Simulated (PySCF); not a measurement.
# C3H7AlFN: the cost of one run

Programs: PySCF 2.14.0, with density-fitted response routines of our own. Each step states its level of theory. These are calculated values for one molecule in the gas phase, unless marked as measured. Atoms count from 0, in the outputs and in this text.

### Step 1. The starting structure

13 atoms, charge 0, multiplicity 1; geometry from: GFN2-xTB. The atoms were then displaced at random by about 0.01 Å, so the start is not that level's minimum.

Bonds of the start (Å): F0–C1 1.34, C1–C2 1.54, C2–C3 1.48, C3–N4 1.11, N4–Al5 1.99, C1–H6 1.10, C1–H7 1.10, C2–H8 1.07, C2–H9 1.11, Al5–H10 1.58, Al5–H11 1.56, Al5–H12 1.59.

### Step 2. Relaxing the molecule at PBE0-D3(BJ)/def2-SVP

What the job is given:

```
{"job": {"xc": "PBE0", "basis": "def2-SVP", "d3": "d3bj", "grid": 1, "shake": 0.01, "kind": "geom"}, "charge": 0, "multiplicity": 1}
F     -3.152670    -0.579670     0.735420
C     -1.822120    -0.579330     0.573860
C     -1.350100     0.866380     0.353090
C      0.105770     0.886960     0.103030
N      1.196410     0.865820    -0.119060
Al     2.750580    -0.381830    -0.087020
H     -1.376970    -1.013790     1.482420
H     -1.578020    -1.198540    -0.296210
H     -1.862160     1.311400    -0.471440
H     -1.550500     1.467540     1.260410
H      2.838070    -0.440820     1.493230
H      3.876960     0.333340    -0.890350
H      1.930580    -1.554340    -0.783490
```

The run is started by

```console
$ OMP_NUM_THREADS=1 python probes_run.py task.json out
```

The driver reads the jobs from task.json and runs them one after another.

Q: Estimate the wall time and peak memory of this first job on 1 thread of Arm Neoverse V1, shared host.

About 58 s, with a peak of 0.5 GiB.
